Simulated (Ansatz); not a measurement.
**Cl2HO2Ta: a ladder of functionals and wavefunction methods**

The task here is to estimate one member of a computed series from the others.

Program: Ansatz 0.2.0, Gaussian basis. Level of theory: functionals in def2-TZVPP, the program's frozen cores in correlated methods. These are calculated values, not measurements.

Plan: LDA (SPW92), PBE-D4, revPBE-D4, BLYP-D4, r2SCAN-D4, B97M-V, PBE0-D4, B3LYP-D4, r2SCANh-D4, r2SCAN0-D4, HSE06-D4, BHLYP-D4, CAM-B3LYP-D4, LC-ωPBE, ωB97X-V, ωB97M-V, B2PLYP, PBE-QIDH; CCSD(T)/def2-SVP; CCSD(T)/def2-TZVPP; MP2/def2-QZVPP; extrapolation to the limit; RPA on PBE.

### The geometry

The geometry comes from an earlier relaxation with PBE0-D4 in a triple-zeta def2 set; it is a stationary point. Ta takes the def2 core potential; no spin-orbit term is included.

6 atoms, charge 0, spin multiplicity 1.

Atoms are counted from 1 here; the program's logs count them from 0.

Bond lengths: O1–Ta2 1.706 Å, Ta2–O3 1.887 Å, Ta2–Cl4 2.297 Å, Ta2–Cl5 2.297 Å, O3–H6 0.959 Å. Angles: O1–Ta2–O3 105.2°, O1–Ta2–Cl4 109.2°, O1–Ta2–Cl5 109.2°, O3–Ta2–Cl4 111.0°, O3–Ta2–Cl5 111.0°, Cl4–Ta2–Cl5 111.1°, Ta2–O3–H6 130.1°.

The first run:

The input, in.yaml:

```yaml
crystal:
  periodic: [false, false, false]
  atoms:
    - {symbol: O, position_ang: [-1.857222, -0.684780, 0.318767]}
    - {symbol: Ta, position_ang: [-0.390016, 0.053216, -0.143981]}
    - {symbol: O, position_ang: [0.934618, -0.771514, 0.917319]}
    - {symbol: Cl, position_ang: [-0.019052, -0.340808, -2.376432]}
    - {symbol: Cl, position_ang: [-0.508744, 2.305561, 0.291377]}
    - {symbol: H, position_ang: [1.882417, -0.625676, 0.946751]}
basis:
  gaussian: {orbitals: def2-TZVPP}
hamiltonian: {xc: lda}
output: {orbitals: {seedname: orbitals}}
```

Started as:

```sh
> ansatz run in.yaml --threads 4 --pin off --events-out ev --progress --plain --max-ram 10444MiB
```

Among the steps run: LDA; PBE-D4 (GGA); revPBE-D4 (GGA); BLYP-D4 (GGA); r2SCAN-D4 (meta-GGA); B97M-V (meta-GGA); B3LYP-D4 (hybrid); r2SCANh-D4 (hybrid); r2SCAN0-D4 (hybrid); HSE06-D4 (hybrid); BHLYP-D4 (hybrid); CAM-B3LYP-D4 (range-separated); LC-ωPBE (range-separated); ωB97X-V (range-separated); ωB97M-V (range-separated); B2PLYP (double hybrid); PBE-QIDH (double hybrid).

One table of the session follows, with a row left open; its other results are not shown here.

It belongs to the step «Frontier levels by functional». 

| functional | HOMO (eV) | LUMO (eV) | gap (eV) |
| --- | --- | --- | --- |
| LDA (SPW92) | -8.18 | -3.30 | 4.88 |
| PBE-D4 | ? | ? | ? |
| revPBE-D4 | -7.91 | -2.94 | 4.97 |
| BLYP-D4 | -7.82 | -2.92 | 4.90 |
| r2SCAN-D4 | -8.36 | -2.92 | 5.44 |
| B97M-V | -8.40 | -2.87 | 5.53 |
| PBE0-D4 | -9.45 | -2.26 | 7.19 |
| B3LYP-D4 | -9.16 | -2.47 | 6.69 |
| r2SCANh-D4 | -8.90 | -2.62 | 6.27 |
| r2SCAN0-D4 | -9.71 | -2.17 | 7.53 |
| HSE06-D4 | -9.04 | -2.63 | 6.41 |
| BHLYP-D4 | -10.76 | -1.32 | 9.44 |
| CAM-B3LYP-D4 | -10.82 | -1.18 | 9.64 |
| LC-ωPBE | -12.23 | -0.01 | 12.22 |
| ωB97X-V | -11.84 | -0.09 | 11.75 |
| ωB97M-V | -11.70 | -0.15 | 11.55 |

**Question.** Estimate the row for PBE-D4.

As computed: HOMO (eV): -7.98; LUMO (eV): -3.04; gap (eV): 4.94. In the column «HOMO (eV)» it lies between LDA (SPW92) (-8.18) and revPBE-D4 (-7.91).
